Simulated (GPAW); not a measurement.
Set up this calculation in GPAW 26.7.0, as an ASE script.

```yaml
Task: equation of state
Functional: LDA
Potentials_or_basis: the program's PAW data sets (release 1.2.1) made for this functional
Cutoff: 600 eV
Basis: pw
k_mesh: 4 × 4 × 3
Occupations: fermi-dirac, width 0.05 eV
Spin: no spin polarisation
Ranks: 4
Maxiter: 150
Eos_scales: "[0.94, 0.96, 0.98, 1.0, 1.02, 1.04, 1.06]"
```

Crystal: Ge2Sb2Te5.

```
Te Sb Ge
1.0
     6.83914   -3.06601    0.00000
     6.83914    3.06601    0.00000
    -6.83098    0.00000    6.84761
Te Sb Ge
5 2 2
Cartesian
  5.4948 0.0000 2.6461
  9.5385 0.0000 1.3429
  0.0699 0.0000 0.0441
  -2.7069 0.0000 5.5452
  1.3918 0.0000 4.0888
  8.3181 0.0000 4.0255
  -1.3207 0.0000 2.8579
  2.6055 0.0000 1.2862
  6.7274 0.0000 0.0756
```

The cell comes from a database or a generator and needn't be the stable form of this composition.

These files were run (other wordings do the same):

run.py

```python
from ase import Atoms
from ase.eos import EquationOfState
from ase.io import Trajectory
from ase.units import GPa
from ase.parallel import parprint
from gpaw import GPAW, PW

atoms = Atoms(['Te', 'Te', 'Te', 'Te', 'Te', 'Sb', 'Sb', 'Ge', 'Ge'],
              cell=[[6.839136, -3.066006, 0.0],
                    [6.839136, 3.066006, 0.0],
                    [-6.830977, 0.0, 6.847609]],
              scaled_positions=[[0.594702, 0.594702, 0.386433],
                                [0.795288, 0.795288, 0.196112],
                                [0.008324, 0.008324, 0.006435],
                                [0.206519, 0.206519, 0.809803],
                                [0.399959, 0.399959, 0.597118],
                                [0.901708, 0.901708, 0.587873],
                                [0.11187, 0.11187, 0.417352],
                                [0.284287, 0.284287, 0.18783],
                                [0.497343, 0.497343, 0.011044]],
              pbc=True)

traj = Trajectory('eos.traj', 'w')
volumes, energies = [], []
for x in [0.94, 0.96, 0.98, 1.0, 1.02, 1.04, 1.06]:
    a = atoms.copy()
    a.set_cell(atoms.cell * x**(1 / 3), scale_atoms=True)
    calc = GPAW(mode=PW(600),
                xc='LDA',
                kpts={'size': (4, 4, 3), 'gamma': True},
                occupations={'name': 'fermi-dirac', 'width': 0.05},
                nbands=56,
                convergence={'density': 1e-05, 'energy': 1e-05},
                maxiter=150,
                txt=f'eos-{x:.2f}.txt')
    a.calc = calc
    energies.append(a.get_potential_energy(force_consistent=True))
    volumes.append(a.get_volume())
    p = -a.get_stress()[:3].mean() / GPa
    calc.write(f'eos-{x:.2f}.gpw')
    traj.write(a)
    parprint(f'{x:.2f} {volumes[-1]:10.4f} A^3 {energies[-1]:14.6f} eV {p:9.3f} GPa', flush=True)

v0, e0, B = EquationOfState(volumes, energies, eos='birchmurnaghan').fit()
parprint(f'V0 = {v0:.4f} A^3, E0 = {e0:.6f} eV, B0 = {B / GPa:.2f} GPa')
```

Potentials or basis: the program's PAW data sets (release 1.2.1) made for this functional, pw.

Run with:

```console
$ OMP_NUM_THREADS=1 mpirun -n 4 gpaw python run.py
```

Results of the run:

The equilibrium volume is 29.38 Å³/atom (rough: see the caveat) and the bulk modulus at fixed shape and positions is 56 GPa (rough).

Caveat: the minimum lies outside the volumes run; the cell was scaled at fixed shape and fractional positions, which overstates the stiffness of a crystal with free parameters, most of all of layers and chains.

It took 8.4 min on 4 MPI ranks on Arm Neoverse V2, on a shared host, peak memory 0.8 GiB a rank.
